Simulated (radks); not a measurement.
# Ga⁺ in [Ar] 3d10 4s2: an all-electron calculation

The task here is to estimate one member of a computed series from the others.

The numbers are computed with radks (a radial shooting solver on a logarithmic mesh, Libxc functionals) version 1 (Dirac Kohn-Sham, BP86, spin-unpolarised, spherical densities, point nucleus), except any that are marked as measured or tabulated.

**Starting point**

| Property | Result |
| --- | --- |
| element | gallium (Z = 31) |
| charge | +1 |
| electrons | 30 |
| configuration | [Ar] 3d10 4s2 |

The outer shells:

Ga⁺
```
[Ar] core
3d [↑↓][↑↓][↑↓][↑↓][↑↓]
4s [↑↓]
```

Set-up of the first run:

The run's settings:

```text
Z 31
configuration [Ar] 3d10 4s2
relativity Dirac
functional b88,p86
spin unpolarised
j_filling energy
nucleus point
c 137.035999084
```

One table of the session follows, with a row left open; its other results are not shown here.

It belongs to the step «Radial structure». Radial moments (bohr):

```
level     <r>  outermost maximum (interpolated)  90 % within  nodes
1s1/2       ?                                 ?            ?      ?
2s1/2  0.2176                             0.182        0.337      1
2p1/2  0.1883                             0.144        0.308      0
2p3/2  0.1918                             0.147        0.313      0
3s1/2  0.6517                             0.564        0.977      2
3p1/2  0.6719                             0.561         1.04      1
3p3/2  0.6827                             0.570         1.05      1
3d3/2  0.8042                             0.531         1.39      0
3d5/2  0.8104                             0.534         1.40      0
4s1/2   2.208                              1.85         3.31      3
```

Q: Estimate the row for 1s1/2 from the others.

As computed: <r>: 0.04859; outermost maximum (interpolated): 0.0318; 90 % within: 0.0868; nodes: 0. In the column «<r>» it is the lowest.
